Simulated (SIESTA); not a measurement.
Ti in SIESTA: convergence with k mesh

The system is Ti, a slab with vacuum.

```
Ti
1.0
     2.95000    0.00000    0.00000
    -1.47500    2.55477    0.00000
     0.00000    0.00000   24.37200
Ti
5
Direct
  0.33333 0.66667 0.30773
  0.66667 0.33333 0.40387
  0.33333 0.66667 0.50000
  0.66667 0.33333 0.59613
  0.33333 0.66667 0.69227
```

The slab is cut from a database's or a generator's crystal, which needn't be the stable form of the element.

* Program: SIESTA 5.4.2
* Task: single point
* Functional: PBE
* Potentials or basis: PseudoDojo 0.4 standard (PBE files)
* Basis: DZP (energy shift 0.003 Ry; two zetas on semicore shells)
* Grid cutoff: 800 Ry
* Energy shift: 0.003 Ry
* k mesh: 2 × 2 × 1
* Occupations: fermi-dirac, width 0.05 eV
* Spin: no spin polarisation

These are the settings of the first run; the series varies k mesh, with any setting tied to it.

Hardware: 1 thread of Arm Neoverse V2, on a shared host.

Q: The values tried are 2 × 2 × 1, 4 × 4 × 1, 6 × 6 × 1, 7 × 7 × 1, 8 × 8 × 1, 10 × 10 × 1, 12 × 12 × 1, loosest first. From which on does the largest force stay within 0.005 eV/Å of the tightest run that finished?

A: From 10 × 10 × 1 on.

```
     k mesh  energy less the tightest run, at zero smearing (meV/atom)  largest force (eV/Å)  SCF cycles  CPU time (s)  peak memory (GiB)
  2 × 2 × 1                                                    -379.12                 0.905          22           200               0.65
  4 × 4 × 1                                                      -5.03                 0.748          21           200               0.65
  6 × 6 × 1                                                       7.30                 0.560          19           190               0.65
  7 × 7 × 1                                                       1.88                 0.663          20           200               0.65
  8 × 8 × 1                                                      -4.52                 0.616          19           190               0.65
10 × 10 × 1                                                      -0.37                 0.629          21           210               0.65
12 × 12 × 1                                                       0.00                 0.625          21           220               0.65
```

Against the tightest run, the energy stays within 1 meV/atom from 10 × 10 × 1 on. Meshes of other sizes hit other points, so gaps and Fermi surfaces needn't settle smoothly. The tightest run that finished is the yardstick and may itself not be fully converged.

Caveat, for the tightest run too: the basis of atomic orbitals isn't converged, which shifts pressures, moduli and gaps.
